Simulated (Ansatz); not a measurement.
Predict the output of the script below (the Python package of Ansatz (0.2.0)).

Script `bde.py`:
```python
import ansatz as az
from ase import Atoms

SETTINGS = {
    "basis": "cc-pVDZ",
    "functional": "b3lyp",
}


def single_point(molecule, charge=0, unpaired=0):
    calc = (
        molecule.calculation()
        .basis(gaussian=SETTINGS["basis"])
        .functional(SETTINGS["functional"])
    )
    if charge:
        calc = calc.charge(charge)
    if unpaired:
        calc = calc.spin("collinear", total=unpaired)
    return calc.run(threads=1, backend="cpu").report["free_energy_ev"]

def without(molecule, index):
    rest = az.Crystal.molecule()
    for i, site in enumerate(molecule.cartesian_sites):
        if i != index:
            rest = rest.atom(site.symbol, site.position_ang)
    return rest

atoms = Atoms(["N", "C", "Se", "H", "H", "H"], positions=[
    [-0.8953, -0.8099, -0.2513],
    [0.1627, -0.1294, -0.3125],
    [1.2058, 0.0498, 1.2552],
    [-1.4534, -0.8541, -1.1097],
    [0.5069, 0.3101, -1.2606],
    [0.5153, 1.3696, 1.6327],
])
geometry = az.Crystal.molecule_from_ase(atoms)

whole = single_point(geometry, 0)
hydrogen = single_point(az.Crystal.molecule().atom("H", (0, 0, 0)), 0, 1)
print(f"E(molecule) = {whole:.5f} eV, E(H) = {hydrogen:.5f} eV")
for index in [3, 4, 5]:
    radical = single_point(without(geometry, index), 0, 1)
    print(f"H{index}: homolysis {23.060548 * (radical + hydrogen - whole):.1f} kcal/mol")
```

Output of `python bde.py`:
```text
E(molecule) = -67924.59349 eV, E(H) = -13.63992 eV
H3: homolysis 87.6 kcal/mol
H4: homolysis 94.2 kcal/mol
H5: homolysis 75.0 kcal/mol
```

What to keep in mind:
- Total energies depend on the basis set; only differences at equal settings carry meaning.
- The geometry is a force-field or estimated start, not a minimum of this method, and the basis set is short of its limit. All parts are taken at fixed geometry, without zero-point energy.
- b3lyp holds the VWN-RPA fit, as in Gaussian; the form of ORCA and Turbomole is b3lyp5.
- The spin-orbit lowering of heavy atoms is left out.
- Run time: 20 s on 1 thread of Arm Neoverse V1, with other jobs on the host, peak memory 0.25 GiB.
